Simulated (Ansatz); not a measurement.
# CH₆AlFSSi: up Jacob's ladder to CCSD(T)

One table from this session's results is given with a row withheld; the runs are named, their logs left out.

Method: functionals in def2-TZVPP, the program's frozen cores in correlated methods; program: Ansatz 0.2.0, Gaussian basis.

The runs, in order: PBE-D4, r2SCAN-D4, PBE0-D4, B3LYP-D4, ωB97X-V, ωB97M-V, B2PLYP; CCSD(T)/def2-TZVPP; MP2/def2-QZVPP; extrapolation to the limit.

### The relaxed structure

An earlier PBE0-D4 in a triple-zeta def2 set relaxation fixed the geometry.

SMILES `[CH3][Al]([F])[S][SiH3]`, 11 atoms, charge 0, spin multiplicity 1.

Atoms are counted from 1 here; the program's logs count them from 0.

Bond lengths: C1–Al2 1.934 Å, C1–H6 1.094 Å, C1–H7 1.094 Å, C1–H8 1.091 Å, Al2–F3 1.649 Å, Al2–S4 2.177 Å, S4–Si5 2.137 Å, Si5–H9 1.486 Å, Si5–H10 1.482 Å, Si5–H11 1.486 Å. Angles: Al2–C1–H6 110.1°, Al2–C1–H7 110.1°, Al2–C1–H8 113.4°, H6–C1–H7 106.9°, H6–C1–H8 108.0°, H7–C1–H8 108.1°, C1–Al2–F3 119.4°, C1–Al2–S4 126.7°, F3–Al2–S4 113.9°, Al2–S4–Si5 99.5°, S4–Si5–H9 111.6°, S4–Si5–H10 106.5°, S4–Si5–H11 111.6°, H9–Si5–H10 109.4°, H9–Si5–H11 108.4°, H10–Si5–H11 109.4°.

The first run:

Input file in.yaml:

```yaml
crystal:
  periodic: [false, false, false]
  atoms:
    - {symbol: C, position_ang: [-0.995960, 0.839826, 1.175157]}
    - {symbol: Al, position_ang: [0.318789, -0.561291, 1.393988]}
    - {symbol: F, position_ang: [0.641669, -1.139172, 2.904088]}
    - {symbol: S, position_ang: [1.480370, -1.514342, -0.180833]}
    - {symbol: Si, position_ang: [0.727611, -0.445696, -1.871763]}
    - {symbol: H, position_ang: [-0.681631, 1.737238, 1.716506]}
    - {symbol: H, position_ang: [-1.952400, 0.527187, 1.604364]}
    - {symbol: H, position_ang: [-1.165274, 1.116020, 0.132853]}
    - {symbol: H, position_ang: [-0.733679, -0.652447, -2.042963]}
    - {symbol: H, position_ang: [1.442208, -0.977235, -3.056745]}
    - {symbol: H, position_ang: [0.983696, 1.013113, -1.754053]}
basis:
  gaussian: {orbitals: def2-TZVPP}
hamiltonian: {xc: pbe, dispersion: d4}
output: {forces: true, orbitals: {seedname: orbitals}}
```

Command:

```
$ ansatz run in.yaml --threads 4 --pin off --events-out ev --progress --plain --max-ram 10444MiB
```

Among the steps run: PBE-D4 (GGA); r2SCAN-D4 (meta-GGA); PBE0-D4 (hybrid); B3LYP-D4 (hybrid); ωB97X-V (range-separated); ωB97M-V (range-separated); B2PLYP (double hybrid); CCSD(T) in def2-TZVPP; MP2 in def2-QZVPP.

One table of the session follows, with a row left open; its other results are not shown here.

```
            method  atomisation energy (kcal/mol)
            PBE-D4                          915.5
         r2SCAN-D4                          918.2
           PBE0-D4                              ?
          B3LYP-D4                          909.6
           ωB97X-V                          919.1
           ωB97M-V                          917.3
            B2PLYP                          901.7
     HF/def2-TZVPP                          695.1
    MP2/def2-TZVPP                          904.6
   CCSD/def2-TZVPP                          881.2
CCSD(T)/def2-TZVPP                          892.5
           MP2/CBS                          929.7
       CCSD(T)/CBS                          917.6
```

**Question.** Estimate the row for PBE0-D4.

As computed: atomisation energy (kcal/mol): 907.3. In the column «atomisation energy (kcal/mol)» it lies between MP2/def2-TZVPP (904.6) and B3LYP-D4 (909.6).

To keep in mind: Free atoms (1 C, 1 Al, 1 F, 1 S, 1 Si, 6 H) were run apart at each level; the atomisation energy is their sum less the molecule, without zero-point or spin-orbit terms.
